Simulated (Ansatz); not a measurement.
# GaBr₂Cl: a ladder of functionals and wavefunction methods

Aim: compute GaBr₂Cl with functionals from several rungs and with coupled cluster, and see how far each lands from CCSD(T) at the basis-set limit for the atomisation energy.

Method: functionals in def2-TZVPP, the program's frozen cores in correlated methods; program: Ansatz 0.2.0, Gaussian basis.

The runs, in order: LDA (SPW92), PBE-D4, revPBE-D4, BLYP-D4, r2SCAN-D4, B97M-V, PBE0-D4, B3LYP-D4, r2SCANh-D4, r2SCAN0-D4, HSE06-D4, BHLYP-D4, CAM-B3LYP-D4, LC-ωPBE, ωB97X-V, ωB97M-V, B2PLYP, PBE-QIDH; CCSD(T)/def2-SVP; CCSD(T)/def2-TZVPP; MP2/def2-QZVPP; extrapolation to the limit; RPA on PBE.

## Step 1: Structure used throughout

The geometry comes from an earlier relaxation with PBE0-D4 in a triple-zeta def2 set; it is a stationary point.

SMILES `[Cl][Ga]([Br])[Br]`, 4 atoms, charge 0, spin multiplicity 1.

Atoms are counted from 1 here; the program's logs count them from 0.

Bond lengths: Cl1–Ga2 2.117 Å, Ga2–Br3 2.258 Å, Ga2–Br4 2.258 Å. Angles: Cl1–Ga2–Br3 119.6°, Cl1–Ga2–Br4 119.6°, Br3–Ga2–Br4 120.8°.

Geometry (Å):

```csv
atom,x (Å),y (Å),z (Å)
Cl1,0.7531,0.6533,1.8954
Ga2,0.0237,-0.0062,0.0202
Br3,0.2587,-2.1731,-0.5689
Br4,-0.9800,1.4657,-1.3669
```

## Step 2: LDA

This LDA is Slater exchange with PW92 correlation.

in.yaml

```yaml
crystal:
  periodic: [false, false, false]
  atoms:
    - {symbol: Cl, position_ang: [0.753062, 0.653327, 1.895387]}
    - {symbol: Ga, position_ang: [0.023709, -0.006162, 0.020228]}
    - {symbol: Br, position_ang: [0.258713, -2.173100, -0.568930]}
    - {symbol: Br, position_ang: [-0.979984, 1.465734, -1.366884]}
basis:
  gaussian: {orbitals: def2-TZVPP}
hamiltonian: {xc: lda}
output: {orbitals: {seedname: orbitals}}
```

The runs that follow: PBE-D4 (GGA); revPBE-D4 (GGA); BLYP-D4 (GGA); r2SCAN-D4 (meta-GGA); B97M-V (meta-GGA); PBE0-D4 (hybrid); B3LYP-D4 (hybrid); r2SCANh-D4 (hybrid); r2SCAN0-D4 (hybrid); HSE06-D4 (hybrid); BHLYP-D4 (hybrid); CAM-B3LYP-D4 (range-separated); LC-ωPBE-D4 (range-separated); ωB97X-V (range-separated); ωB97M-V (range-separated); B2PLYP (double hybrid); PBE-QIDH (double hybrid); CCSD(T) in def2-SVP; CCSD(T) in def2-TZVPP; MP2 in def2-QZVPP; RPA on PBE orbitals.

Q: Predict the results of all the runs planned. Wanted: atomisation energy, CCSD(T)/CBS; farthest beyond LDA; mean size of error, GGA; mean size of error, meta-GGA; mean size of error, hybrid; mean size of error, range-separated; mean size of error, double hybrid; gap, smallest and largest; T1 diagnostic.

The runs gave:

```
                               quantity                                                                   value
        atomisation energy, CCSD(T)/CBS                                                               10.684 eV
    functionals within 0.107 eV (1.0 %)  PBE-D4, r2SCAN-D4, PBE0-D4, r2SCANh-D4, r2SCAN0-D4, HSE06-D4, PBE-QIDH
                    farthest beyond LDA                                                     BLYP-D4 (-0.755 eV)
                mean size of error, GGA                                                                0.418 eV
           mean size of error, meta-GGA                                                                0.107 eV
             mean size of error, hybrid                                                                0.269 eV
    mean size of error, range-separated                                                                0.354 eV
      mean size of error, double hybrid                                                                0.297 eV
              gap, smallest and largest                               4.34 eV (LDA (SPW92)), 11.66 eV (LC-ωPBE)
                          T1 diagnostic                                                                  0.0092
triples share of the correlation energy                                                                   3.8 %
```

The LDA atomisation energy is off by 1.501 eV (14 %): it overbinds. PBE-D4 misses by -0.040 eV. Double hybrids carry the basis error of their MP2 part in triple zeta, and no dispersion term here, so their miss is partly the set-up's. Taken by rung, meta-GGA functionals do best (0.107 eV on average) and GGA ones worst beyond LDA (0.418 eV). RPA and LDA stand outside this count. The reference freezes the cores and leaves out relativity and excitations past (T), and its outer-core shells are covered unevenly, so misses under about 0.107 eV can't be ranked. All levels share the lack of spin-orbit coupling, which lowers the free heavy atoms and so the true binding. Hartree-Fock recovers 73 % of the binding; the rest is correlation. CCSD(T) in def2-SVP is off by -0.850 eV, more than most functionals: a good method in a small basis is no reference. Orbital gaps span 4.3 to 11.7 eV; exact exchange widens them. Correlated methods include outer-core shells of Br, Ga, which these sets cover unevenly.
